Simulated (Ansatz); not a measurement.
# TiH4: the cost of one run

Program: Ansatz 0.2.0. Level of theory: DFT PBE, scalar-relativistic, plane waves, PAW. These are calculated values, not measurements.

## (1) The starting structure

Symmetry: Fm-3m, No. 225, cubic system. Conventional cell: a = 7.594 Å, b = 7.594 Å, c = 7.594 Å, α = 90.00°, β = 90.00°, γ = 90.00°. Around Ti (site symmetry -43m) lie 4 H at 2.40 Å. H (site symmetry 3m) has 3 H at 1.02 Å as nearest neighbours.

Coordinates:

```cif
data_structure
_symmetry_space_group_name_H-M 'Fm-3m'
_symmetry_Int_Tables_number 225
_cell_length_a 7.5940
_cell_length_b 7.5940
_cell_length_c 7.5940
_cell_angle_alpha 90.000
_cell_angle_beta 90.000
_cell_angle_gamma 90.000
_cell_volume 437.94
loop_
_atom_site_label
_atom_site_type_symbol
_atom_site_symmetry_multiplicity
_atom_site_Wyckoff_symbol
_atom_site_fract_x
_atom_site_fract_y
_atom_site_fract_z
_atom_site_occupancy
Ti1 Ti 8 c 0.25000 0.75000 0.75000 1
H1 H 32 f 0.06725 0.06725 0.56725 1
```

Recipe of the guess: random cell by space group and Wyckoff sites (Fm-3m, No. 225). The dimensions are guesses.

## (2) Probe: one point on a coarse mesh

File input.yaml:

```yaml
crystal:
  lattice:
    - [0.0, 3.79700021, 3.79700021]
    - [3.79700021, 0.0, 3.79700021]
    - [3.79700021, 3.79700021, 0.0]
  atoms:
    - { symbol: Ti, position: [0.25, 0.25, 0.25] }
    - { symbol: Ti, position: [0.75, 0.75, 0.75] }
    - { symbol: H, position: [0.56724977, 0.56724977, 0.56724977] }
    - { symbol: H, position: [0.56724977, 0.56724977, 0.29825068] }
    - { symbol: H, position: [0.56724977, 0.29825068, 0.56724977] }
    - { symbol: H, position: [0.29825068, 0.56724977, 0.56724977] }
    - { symbol: H, position: [0.43275023, 0.43275023, 0.70174932] }
    - { symbol: H, position: [0.43275023, 0.43275023, 0.43275023] }
    - { symbol: H, position: [0.43275023, 0.70174932, 0.43275023] }
    - { symbol: H, position: [0.70174932, 0.43275023, 0.43275023] }
basis:
  ecutwfc: 420
kpoints:
  mp_grid: { grid: [4, 4, 4] }
hamiltonian:
  xc: pbe
scf:
  occupations: { method: gaussian, width: 0.1 }
  lower_state_search: "off"
output:
  forces: true
  stress: true
  eigenvalues: true
```

Started as:

```
$ ansatz run input.yaml --threads 1 --pin off --max-ram 2048MiB --backend cpu --events-out ev --progress --plain --runs-dir out
```

Q: Estimate wall time and peak memory on 1 thread of Intel Xeon Platinum 8375C at 2.90GHz (Ice Lake), shared host.

About 1.8 s, with a peak of 0.4 GiB.
